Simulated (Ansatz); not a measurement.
# doublet [CH4GeO2]+ at 6 levels

We compute a comparison of 6 runs (UHF/3-21G, UHF/def2-SVP, U-wB97X/def2-SVP, UB2PLYP/def2-SVP, UPBE0/def2-SVP, RPA@PBE/def2-SVP) of doublet [CH4GeO2]+. 

The calculation is run with Ansatz 0.2.0.

53 further runs of the same task are left out: 53 set aside as unsound or not needed. Runs told in other sessions of the task aren't counted.

## 1. The structure to begin with

The species is [CH4GeO2]+ (8 atoms), meant as a doublet with charge +1. SMILES of the parent species: `O=C[O][GeH3]`. Geometry: relaxed at PBE0-D4/def2-TZVP. That shape belongs to the parent species and isn't relaxed for this state.

Bond lengths: O1–C2 1.203 Å, C2–O3 1.318 Å, O3–Ge4 1.840 Å, C2–H5 1.101 Å, Ge4–H6 1.528 Å, Ge4–H7 1.528 Å, Ge4–H8 1.531 Å. Angles: O1–C2–O3 124.7°, C2–O3–Ge4 113.7°, O1–C2–H5 123.7°, O3–C2–H5 111.6°, O3–Ge4–H6 108.6°, O3–Ge4–H7 108.6°, O3–Ge4–H8 100.3°, H6–Ge4–H7 113.7°, H6–Ge4–H8 112.4°, H7–Ge4–H8 112.4°.

## 2. A single-point energy at UHF/3-21G (run 1)

Contents of molecule.yaml:

```yaml
crystal:
  periodic: [false, false, false]
  atoms:
    - {symbol: O, position_ang: [1.249800, -0.737800, 1.111600]}
    - {symbol: C, position_ang: [1.395900, 0.277800, 0.484100]}
    - {symbol: O, position_ang: [0.493200, 0.797800, -0.322800]}
    - {symbol: Ge, position_ang: [-1.061900, -0.180000, -0.421000]}
    - {symbol: H, position_ang: [2.310300, 0.889700, 0.516800]}
    - {symbol: H, position_ang: [-1.700900, -0.218500, 0.966900]}
    - {symbol: H, position_ang: [-0.732900, -1.562300, -0.983900]}
    - {symbol: H, position_ang: [-1.861500, 0.676100, -1.407500]}
basis:
  gaussian: {orbitals: 3-21G-spherical.json}
total_charge: 1
magnetization: {spin_polarized: true, initial_magnetization: 1}
hamiltonian: {xc: hf}
accuracy: high
output: {orbitals: {seedname: orbitals}}
```

The basis set 3-21G is read from a file made from the Basis Set Exchange's data (not shown).

The run is started by

```console
ansatz run molecule.yaml --threads 1 --pin off --max-ram 2610MiB --events-out events.jsonl --progress --plain --runs-dir runs
```

The program printed:

```text
Warning: RAYON_NUM_THREADS=1 ignored (pool sized by the plan → 1); use --threads N
Functional definition: HF
  name "HF"
  exchange = exact_x
  correlation = 0
1153 factors; integrals over basis functions are off by at most 9.4e-9 eV
mean field evaluation 1: about -61321.5274 eV, gradient 4.0e1 eV
mean field evaluation 2: about -61321.8748 eV, gradient 4.0e1 eV
mean field evaluation 4: about -61329.3516 eV, gradient 7.9e0 eV
mean field evaluation 8: about -61331.0051 eV, gradient 8.5e-1 eV
mean field evaluation 16: about -61331.0484 eV, gradient 3.1e-4 eV
mean field evaluation 32: about -61330.8382 eV, gradient 8.4e-1 eV
mean field evaluation 64: about -61329.4829 eV, gradient 5.7e0 eV
mean field evaluation 96: about -61330.5324 eV, gradient 5.9e-1 eV
mean field evaluation 128: about -61325.0975 eV, gradient 8.6e0 eV
mean field -61331.04842610 eV, -2253.8744579815 hartree, gradient 3.2e-8 eV, S^2 0.764481; 1 other end points of the search recorded, 0 dependent functions left out
reference -61331.04842610 eV, -2253.8744579815 hartree; 29, 28 occupied and 28, 29 virtual orbitals, 1153 factors
Total energy: -61331.04842610 eV, -2253.8744579815 hartree
```

Wall time 4.5 s (1 thread of Arm Neoverse V2, shared host); peak memory 0.22 GiB.

## 3. The energy at UHF/def2-SVP (run 2)

Contents of in.yaml:

```yaml
basis:
  gaussian: {orbitals: def2-SVP}
crystal:
  periodic: [false, false, false]
  atoms:
    - symbol: O
      position_ang: [1.249800, -0.737800, 1.111600]
    - symbol: C
      position_ang: [1.395900, 0.277800, 0.484100]
    - symbol: O
      position_ang: [0.493200, 0.797800, -0.322800]
    - symbol: Ge
      position_ang: [-1.061900, -0.180000, -0.421000]
    - symbol: H
      position_ang: [2.310300, 0.889700, 0.516800]
    - symbol: H
      position_ang: [-1.700900, -0.218500, 0.966900]
    - symbol: H
      position_ang: [-0.732900, -1.562300, -0.983900]
    - symbol: H
      position_ang: [-1.861500, 0.676100, -1.407500]
output: {orbitals: {seedname: orbitals}}
magnetization: {spin_polarized: true, initial_magnetization: 1}
hamiltonian: {xc: hf}
total_charge: 1
accuracy: high
```

The run is started by

```console
ansatz run in.yaml --threads 1 --pin off --max-ram 2610MiB --events-out events.jsonl --progress --plain --runs-dir runs
```

The program printed:

```text
Warning: RAYON_NUM_THREADS=1 ignored (pool sized by the plan → 1); use --threads N
[... 4 set-up lines as earlier in the session ...]
2075 factors; integrals over basis functions are off by at most 4.6e-9 eV
mean field evaluation 1: about -61611.3817 eV, gradient 4.1e1 eV
mean field evaluation 2: about -61611.4830 eV, gradient 4.1e1 eV
mean field evaluation 4: about -61619.8311 eV, gradient 8.7e0 eV
mean field evaluation 8: about -61621.4591 eV, gradient 4.6e-1 eV
mean field evaluation 16: about -61621.4724 eV, gradient 2.2e-8 eV
mean field evaluation 32: about -61621.3804 eV, gradient 7.5e-1 eV
mean field evaluation 64: about -61620.7212 eV, gradient 5.4e-1 eV
mean field evaluation 96: about -61621.1215 eV, gradient 3.0e0 eV
mean field -61621.47240818 eV, -2264.5473424664 hartree, gradient 2.0e-8 eV, S^2 0.763877; 1 other end points of the search recorded, 0 dependent functions left out
reference -61621.47240818 eV, -2264.5473424664 hartree; 29, 28 occupied and 65, 66 virtual orbitals, 2075 factors
Total energy: -61621.47240818 eV, -2264.5473424664 hartree
```

Wall time 13 s (1 thread of Arm Neoverse V2, shared host); peak memory 0.54 GiB.

## 4. The energy at U-wB97X/def2-SVP (run 3)

Contents of input.yaml:

```yaml
crystal:
  periodic: [false, false, false]
  atoms:
    - {symbol: O, position_ang: [1.249800, -0.737800, 1.111600]}
    - {symbol: C, position_ang: [1.395900, 0.277800, 0.484100]}
    - {symbol: O, position_ang: [0.493200, 0.797800, -0.322800]}
    - {symbol: Ge, position_ang: [-1.061900, -0.180000, -0.421000]}
    - {symbol: H, position_ang: [2.310300, 0.889700, 0.516800]}
    - {symbol: H, position_ang: [-1.700900, -0.218500, 0.966900]}
    - {symbol: H, position_ang: [-0.732900, -1.562300, -0.983900]}
    - {symbol: H, position_ang: [-1.861500, 0.676100, -1.407500]}
basis:
  gaussian: {orbitals: def2-SVP}
hamiltonian: {xc: {name: wB97X}}
magnetization: {spin_polarized: true, initial_magnetization: 1}
accuracy: high
output: {orbitals: {seedname: orbitals}}
total_charge: 1
```

The run is started by

```console
ansatz run input.yaml --threads 1 --pin off --max-ram 2610MiB --events-out events.jsonl --progress --plain --runs-dir runs
```

The program printed:

```text
Warning: RAYON_NUM_THREADS=1 ignored (pool sized by the plan → 1); use --threads N
Functional definition: wB97X
  name "wB97X"
  parameter omega = 0.3/bohr
  parameter cx = 0.157706
  parameter cx1 = 0.726479
  parameter cx2 = 1.04760
  parameter cx3 = -5.70635
  parameter cx4 = 13.2794
  parameter css1 = -4.33879
  parameter css2 = 18.2308
  parameter css3 = -31.7430
  parameter css4 = 17.2901
  parameter cos1 = 2.37031
  parameter cos2 = -11.3995
  parameter cos3 = 6.58405
  parameter cos4 = -3.78132
  exchange = spin_sum(e_x_unif_sr(omega)*poly(b97_u_x, 1 - cx, cx1, cx2, cx3, cx4)) + cx*exact_x_sr(omega)
      + exact_x_lr(omega)
  correlation = spin_sum(e_c_pw_same_spin*poly(b97_u_same, 1, css1, css2, css3, css4))
      + integral(e_c_pw_opposite_spin*poly(b97_u_opposite, 1, cos1, cos2, cos3, cos4))
2075 factors; integrals over basis functions are off by at most 4.6e-9 eV
337 factors; integrals over basis functions are off by at most 2.1e-9 eV
mean field evaluation 1: about -61679.7340 eV, gradient 5.4e1 eV
mean field evaluation 2: about -61666.8515 eV, gradient 8.0e1 eV
mean field evaluation 4: about -61691.8882 eV, gradient 9.8e0 eV
mean field evaluation 8: about -61692.7274 eV, gradient 5.4e-1 eV
mean field evaluation 16: about -61692.8715 eV, gradient 6.2e-2 eV
mean field evaluation 32: about -61692.8716 eV, gradient 1.2e-5 eV
mean field -61692.87160453 eV, -2267.1712145361 hartree, gradient 5.6e-8 eV, S^2 0.755954; 2 other end points of the search recorded, 0 dependent functions left out
reference -61692.87160180 eV, -2267.1712144358 hartree; 29, 28 occupied and 65, 66 virtual orbitals, 2075 factors
Total energy: -61692.87160180 eV, -2267.1712144358 hartree
```

Wall time 80 s (1 thread of Arm Neoverse V2, shared host); peak memory 0.92 GiB.

Runs 4 to 5 aren't shown in full; the table further down has their settings and results.

## 5. The energy at RPA@PBE/def2-SVP (run 6)

Contents of in.yaml:

```yaml
crystal:
  periodic: [false, false, false]
  atoms:
    - {symbol: O, position_ang: [1.249800, -0.737800, 1.111600]}
    - {symbol: C, position_ang: [1.395900, 0.277800, 0.484100]}
    - {symbol: O, position_ang: [0.493200, 0.797800, -0.322800]}
    - {symbol: Ge, position_ang: [-1.061900, -0.180000, -0.421000]}
    - {symbol: H, position_ang: [2.310300, 0.889700, 0.516800]}
    - {symbol: H, position_ang: [-1.700900, -0.218500, 0.966900]}
    - {symbol: H, position_ang: [-0.732900, -1.562300, -0.983900]}
    - {symbol: H, position_ang: [-1.861500, 0.676100, -1.407500]}
basis:
  gaussian:
    orbitals: def2-SVP
total_charge: 1
magnetization:
  spin_polarized: true
  initial_magnetization: 1
hamiltonian:
  xc: pbe
correlation:
  method: rpa
  frozen_orbitals: {C: 1, Ge: 9, H: 0, O: 1}
accuracy: high
```

The run is started by

```console
ansatz run in.yaml --threads 1 --pin off --max-ram 2610MiB --events-out events.jsonl --progress --plain --runs-dir runs
```

The program printed:

```text
Warning: RAYON_NUM_THREADS=1 ignored (pool sized by the plan → 1); use --threads N
Functional definition: PBE
  name "PBE"
  parameter kappa = 0.804
  parameter beta = 0.06672455060314922
  exchange = pbe_x(kappa = kappa, mu = beta*pi^2/3)
  correlation = pbe_c(beta = beta)
2075 factors; integrals over basis functions are off by at most 4.6e-9 eV
mean field evaluation 1: about -61661.4418 eV, gradient 6.3e1 eV
mean field evaluation 2: about -61661.4223 eV, gradient 6.4e1 eV
mean field evaluation 4: about -61672.6424 eV, gradient 3.2e1 eV
mean field evaluation 8: about -61678.7248 eV, gradient 8.4e0 eV
mean field evaluation 16: about -61678.7695 eV, gradient 6.1e0 eV
mean field evaluation 32: about -61679.1049 eV, gradient 9.1e-1 eV
mean field evaluation 64: about -61679.0884 eV, gradient 2.3e-1 eV
mean field evaluation 96: about -61649.6181 eV, gradient 2.8e1 eV
mean field -61679.13383552 eV, -2266.6663608369 hartree, gradient 1.0e-8 eV, S^2 0.753108; 7 other end points of the search recorded, 0 dependent functions left out
12 core orbitals not correlated: weight in the atoms' cores, before any rotation towards them, 1.000 or more for the frozen orbitals, at most 0.000 for the correlated occupied ones
reference -61618.52696741 eV, -2264.4390995145 hartree; 17, 16 occupied and 65, 66 virtual orbitals, 2075 factors
Total energy: -61649.20049442 eV, -2265.5663308411 hartree
```

It took 56 s on 1 thread of Arm Neoverse V2, shared host; peak memory 0.5 GiB.

## 6. Overview of the runs

```
run             level  frozen core orbitals   energy (Eh)  HOMO energy (eV)  LUMO energy (eV)   ⟨S²⟩  wall time
  1         UHF/3-21G                     –  -2253.874458            -18.02             -7.16  0.764      4.5 s
  2      UHF/def2-SVP                     –  -2264.547342            -18.05             -7.07  0.764       13 s
  3  U-wB97X/def2-SVP                     –  -2267.171214            -17.33            -10.98  0.756       80 s
  4  UB2PLYP/def2-SVP                    12  -2266.628143            -16.07            -11.08  0.759       29 s
  5    UPBE0/def2-SVP                     –  -2266.710708            -15.01            -13.20  0.756       25 s
  6  RPA@PBE/def2-SVP                    12  -2265.566331                 –                 –  0.753       56 s
```

## 7. Results

```
                                quantity           value
                     run 6: total energy  -2265.56633 Eh
 run 6: RPA correlation energy (valence)     -1127.2 mEh
run 6: ⟨S²⟩ of the reference determinant           0.753
```

**Reading.** Totals of different functionals can't be ranked against each other. All runs together took 3.4 min, the longest 80 s.
